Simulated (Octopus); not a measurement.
**A workflow on InH2 (SMILES [InH2])**

We compute a series of 8 runs (UPade LDA) of H2In. The setting varied is the grid spacing. 

Program for the calculation: Octopus 16.4.

6 further runs of the same task are left out: 6 set aside as unsound or not needed.

### Step 1. The molecule

The species is InH2 (3 atoms), meant as a doublet with charge 0. As SMILES, `[InH2]`. The shape is that of a PBE0-D4/def2-TZVP optimisation.

Bond lengths: In1–H2 1.758 Å, In1–H3 1.758 Å. Angles: H2–In1–H3 120.6°.

### Step 2. Energy and gradient at UPade LDA (scalar, in the pseudopotentials, hgh_lda potentials, box margin 4.5 angstrom, extra states 0, grid spacing 0.169 angstrom, mix field default) (run 1)

Run with:

```
OMP_NUM_THREADS=1 octopus > gs.log
```

The program printed:

```text
Version                : 16.4
[... 141 lines left out ...]
Converged eigenvectors: 0
#  State  Spin  Eigenvalue [eV]  Occupation    Error
[... 17 lines left out ...]
Converged eigenvectors: 0
#  State  Spin  Eigenvalue [eV]  Occupation    Error
[... 60 lines left out ...]
Converged eigenvectors: 0
#  State  Spin  Eigenvalue [eV]  Occupation    Error
[... 17 lines left out ...]
Converged eigenvectors: 1
#  State  Spin  Eigenvalue [eV]  Occupation    Error
[... 14 lines left out ...]
Info: SCF converged in   18 iterations
** Warning:
**   Some of the states are not fully converged!
[... 1 line left out ...]
Octopus emitted 1 warning.
```

Wall time 14 s (1 thread of Arm Neoverse V1, shared host); peak memory 0.16 GiB.

### Step 3. The distorted shape: energy and gradient at UPade LDA (scalar, in the pseudopotentials, hgh_lda potentials, box margin 4.5 angstrom, extra states 0, grid spacing 0.169 angstrom, mix field default) (run 2)

Run with:

```
OMP_NUM_THREADS=1 octopus > gs.log
```

The program printed:

```text
Version                : 16.4
[... 104 lines left out ...]
** Warning:
[... 41 lines left out ...]
Converged eigenvectors: 0
#  State  Spin  Eigenvalue [eV]  Occupation    Error
[... 17 lines left out ...]
Converged eigenvectors: 0
#  State  Spin  Eigenvalue [eV]  Occupation    Error
[... 60 lines left out ...]
Converged eigenvectors: 4
#  State  Spin  Eigenvalue [eV]  Occupation    Error
[... 17 lines left out ...]
Converged eigenvectors: 1
#  State  Spin  Eigenvalue [eV]  Occupation    Error
[... 14 lines left out ...]
Info: SCF converged in   18 iterations
** Warning:
**   Some of the states are not fully converged!
[... 1 line left out ...]
Octopus emitted 2 warnings.
```

Run time: 16 s. Hardware: 1 thread of Arm Neoverse V1, shared host; peak memory 0.16 GiB.

Runs 3 to 5 aren't shown in full; the table further down has their settings and results.

### Step 4. The distorted shape: energy and forces at UPade LDA (scalar, in the pseudopotentials, hgh_lda potentials, box margin 4.5 angstrom, extra states 0, grid spacing 0.13 angstrom, mix field default) (run 6)

Run with:

```
OMP_NUM_THREADS=1 octopus > gs.log
```

The program printed:

```text
Version                : 16.4
[... 104 lines left out ...]
** Warning:
[... 41 lines left out ...]
Converged eigenvectors: 0
#  State  Spin  Eigenvalue [eV]  Occupation    Error
[... 17 lines left out ...]
Converged eigenvectors: 0
#  State  Spin  Eigenvalue [eV]  Occupation    Error
[... 63 lines left out ...]
Converged eigenvectors: 0
#  State  Spin  Eigenvalue [eV]  Occupation    Error
[... 17 lines left out ...]
Converged eigenvectors: 4
#  State  Spin  Eigenvalue [eV]  Occupation    Error
[... 14 lines left out ...]
Info: SCF converged in   19 iterations
** Warning:
**   Some of the states are not fully converged!
[... 1 line left out ...]
Octopus emitted 2 warnings.
```

It took 40 s on 1 thread of Arm Neoverse V1, shared host; peak memory 0.31 GiB.

Run 7 isn't shown in full; the table further down has it.

### Step 5. The distorted shape: energy and forces at UPade LDA (scalar, in the pseudopotentials, hgh_lda potentials, box margin 4.5 angstrom, extra states 0, grid spacing 0.114 angstrom, mix field default) (run 8)

Run with:

```
OMP_NUM_THREADS=1 octopus > gs.log
```

The program printed:

```text
Version                : 16.4
[... 104 lines left out ...]
** Warning:
[... 41 lines left out ...]
Converged eigenvectors: 0
#  State  Spin  Eigenvalue [eV]  Occupation    Error
[... 17 lines left out ...]
Converged eigenvectors: 0
#  State  Spin  Eigenvalue [eV]  Occupation    Error
[... 63 lines left out ...]
Converged eigenvectors: 0
#  State  Spin  Eigenvalue [eV]  Occupation    Error
[... 17 lines left out ...]
Converged eigenvectors: 2
#  State  Spin  Eigenvalue [eV]  Occupation    Error
[... 14 lines left out ...]
Info: SCF converged in   19 iterations
** Warning:
**   Some of the states are not fully converged!
[... 1 line left out ...]
Octopus emitted 2 warnings.
```

Run time: 61 s. Hardware: 1 thread of Arm Neoverse V1, shared host; peak memory 0.46 GiB.

### Step 6. Overview of the runs

```csv
run,level,grid spacing,box margin,partner,energy (Eh),dipole moment (D),HOMO energy (eV),largest force (eV/Å),wall time
1,"UPade LDA (scalar, in the pseudopotentials, hgh_lda potentials, box margin 4.5 angstrom, extra states 0, grid spacing 0.169 angstrom, mix field default)",0.169,4.5,base,-3.093737,0.53,-4.57,0.485,14 s
2,"UPade LDA (scalar, in the pseudopotentials, hgh_lda potentials, box margin 4.5 angstrom, extra states 0, grid spacing 0.169 angstrom, mix field default)",0.169,4.5,In1–H3 2.20 Å,-3.070273,1.35,-4.86,1.805,16 s
3,"UPade LDA (scalar, in the pseudopotentials, hgh_lda potentials, box margin 4.50002 angstrom, extra states 0, grid spacing 0.149016 angstrom, mix field default)",0.149016,4.50002,base,-3.090694,0.52,-4.57,0.471,21 s
4,"UPade LDA (scalar, in the pseudopotentials, hgh_lda potentials, box margin 4.5 angstrom, extra states 0, grid spacing 0.149 angstrom, mix field default)",0.149,4.5,In1–H3 2.20 Å,-3.068673,1.34,-4.85,1.800,25 s
5,"UPade LDA (scalar, in the pseudopotentials, hgh_lda potentials, box margin 4.5 angstrom, extra states 0, grid spacing 0.13 angstrom, mix field default)",0.13,4.5,base,-3.091490,0.52,-4.57,0.469,33 s
6,"UPade LDA (scalar, in the pseudopotentials, hgh_lda potentials, box margin 4.5 angstrom, extra states 0, grid spacing 0.13 angstrom, mix field default)",0.13,4.5,In1–H3 2.20 Å,-3.068391,1.34,-4.85,1.802,40 s
7,"UPade LDA (scalar, in the pseudopotentials, hgh_lda potentials, box margin 4.5 angstrom, extra states 0, grid spacing 0.114 angstrom, mix field default)",0.114,4.5,base,-3.091270,0.52,-4.57,0.468,53 s
8,"UPade LDA (scalar, in the pseudopotentials, hgh_lda potentials, box margin 4.5 angstrom, extra states 0, grid spacing 0.114 angstrom, mix field default)",0.114,4.5,In1–H3 2.20 Å,-3.068401,1.34,-4.85,1.802,61 s
```

Convergence of the total energy of doublet InH2 with the grid spacing, against the last point:

```csv
grid spacing,from the last (mEh),wall time
0.169 Å,-2.467,14 s
0.149016 Å,+0.576,21 s
0.13 Å,-0.220,33 s
0.114 Å,+0.000,53 s
```

Convergence of the dipole moment of doublet InH2 with the grid spacing, against the last point:

```csv
grid spacing,from the last (D),wall time
0.169 Å,+0.0054,14 s
0.149016 Å,-0.0027,21 s
0.13 Å,+0.0000,33 s
0.114 Å,+0.0000,53 s
```

### Step 7. Summary of results

```
                                                                                                 quantity        value
                                                                     distorted shape, run 8: total energy  -3.06840 Eh
                                                                    distorted shape, run 8: dipole moment       1.34 D
                                               distorted shape, run 8: HOMO energy (highest over α and β)     -4.85 eV
                                                         distorted shape, run 8: largest force on an atom   1.802 eV/Å
energy change with the In1–H3 bond stretched from 1.758 to 2.198 Å, UPade LDA (run 1, grid spacing 0.169)     0.639 eV
 energy change with the In1–H3 bond stretched from 1.758 to 2.198 Å, UPade LDA (run 5, grid spacing 0.13)     0.629 eV
energy change with the In1–H3 bond stretched from 1.758 to 2.198 Å, UPade LDA (run 7, grid spacing 0.114)     0.622 eV
```

**Reading.** For the total energy of doublet InH2 to stay within 2 mEh of the last point, 0.149016 Å is the first point of the series from which all later ones do (21 s against 53 s). For the total energy of doublet InH2 to stay within 0.5 mEh of the last point, 0.13 Å is the first point of the series from which all later ones do (33 s against 53 s). For the dipole moment of doublet InH2 to stay within 0.005 D of the last point, 0.149016 Å is the first point of the series from which all later ones do (21 s against 53 s). All runs together took 4.4 min, the longest 61 s.
